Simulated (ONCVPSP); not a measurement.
**Mo: generating and testing an ONCV potential**

Task: generate the file, and judge it by its errors in other configurations, its logarithmic derivatives, its ghosts and its cutoff.

Method: ONCVPSP 4.0.1, LDA (Perdew-Zunger), scalar-relativistic.

## Step 1: The atom and the settings

The settings as typed:

```json
{
 "element": "molybdenum (Mo, Z = 42)",
 "type": "optimised norm-conserving Vanderbilt (ONCV)",
 "frozen core": "[Kr]",
 "valence charge": "6",
 "reference configuration": "4d5.5 5s0.5",
 "partial waves": "5s: rc 2.95 bohr, ncon 5, nbas 10, qcut 1.8 1/bohr, 1 projector; p scattering state at 0.2 Ha: rc 2.80 bohr, ncon 4, nbas 7, qcut 2.4 1/bohr, 2 projectors, debl 2 Ha; 4d: rc 2.05 bohr, ncon 3, nbas 8, qcut 6.5 1/bohr, 3 projectors, debl 2.9 Ha",
 "local potential": "polynomial inside 1.65 bohr (lpopt 4, dvloc0 0 Ha)",
 "core correction": "Teter function, fcfact 5.25, rcfact 1.5"
}
```

An earlier all-electron run gives the scale for the radii.

All-electron outer shells of the reference configuration (LDA (Perdew-Zunger), scalar-relativistic, ld1.x):

```tsv
shell	level (eV)	outermost node (bohr)	outermost maximum (bohr)
4p	-37.51	0.52	1.06
5s	-4.00	1.35	2.97
4d	-3.17	0.53	1.40
5p	-1.00	1.55	4.16
```

## Step 2: The generation run

Input file Mo.dat:

```
# ATOM AND REFERENCE CONFIGURATION
# atsym  z   nc   nv     iexc    psfile
  Mo 42.00    8    2        3      upf
#
#   n    l    f
    1    0    2.00
    2    0    2.00
    2    1    6.00
    3    0    2.00
    3    1    6.00
    3    2   10.00
    4    0    2.00
    4    1    6.00
    4    2    5.50
    5    0    0.50
#
# PSEUDOPOTENTIAL AND OPTIMIZATION
# lmax
    2
#
#   l,   rc,      ep,       ncon, nbas, qcut
    0    2.95    0.00    5   10    1.80
    1    2.80    0.20    4    7    2.40
    2    2.05    0.00    3    8    6.50
#
# LOCAL POTENTIAL
# lloc, lpopt,  rc(5),   dvloc0
    4    4    1.65    0.00
#
# VANDERBILT-KLEINMAN-BYLANDER PROJECTORs
# l, nproj, debl
    0    1    3.80
    1    2    2.00
    2    3    2.90
#
# MODEL CORE CHARGE
# icmod, fcfact, rcfact
    3    5.25    1.50
#
# LOG DERIVATIVE ANALYSIS
# epsh1, epsh2, depsh
   -2.00    5.00    0.02
#
# OUTPUT GRID
# rlmax, drl
    6.00    0.01
#
# TEST CONFIGURATIONS
# ncnf
    4
# nvcnf
#   n    l    f
    2
    4    2    5.00
    5    0    1.00
#
    2
    4    2    5.00
    5    0    0.00
#
    2
    4    2    4.00
    5    0    0.00
#
    3
    4    2    4.00
    5    0    1.00
    5    1    1.00
#
```

On the command line:

```bash
$ oncvpsp.x < Mo.dat > Mo.out
```

**Question.** What will these runs give? Wanted: cutoffs for 1 and 0.1 mHa per electron, occupied waves; bound ghosts; GHOST(+) flags; largest test error; largest phase difference near zero energy, channels read; rms error of d²Exc/dn², without and with the model core; projector energies reset by the program.

The runs gave:

| quantity | value |
| --- | --- |
| cutoffs for 1 and 0.1 mHa per electron, occupied waves | 15 Ha and 29 Ha |
| bound ghosts | s at -24.99 eV |
| GHOST(+) flags | p at 62 eV |
| largest test error (AE − PS) | -188 meV, for 4d4 5s0 |
| largest phase difference near zero energy, channels read | 0.015 rad |
| rms error of d²Exc/dn², without and with the model core | 6.93 and 1.22 mHa |
| projector energies reset by the program | p: 0.050, 2.050 Ha |

In words: A bound ghost (s) makes it unfit for use: electrons can fall into a state that the atom doesn't have. The worst unpolarised test, 4d4 5s0, is off by 188 meV on 22.6 eV; by total energies transferability rates as poor. It counts as soft on the atom at that tolerance, with 15 Ha needed at the looser tolerance. At the looser tolerance the 4d wave is the slowest; 5s needs 6 Ha. Near zero energy the phases of the channels with partial waves agree within 0.015 rad. The pseudo curves have a pole with no partner nearby in the atom's: s at -0.91 Ha. The program also flags highly localised states, GHOST(+) (p). These are tests on the free atom; a crystal test is still owed.
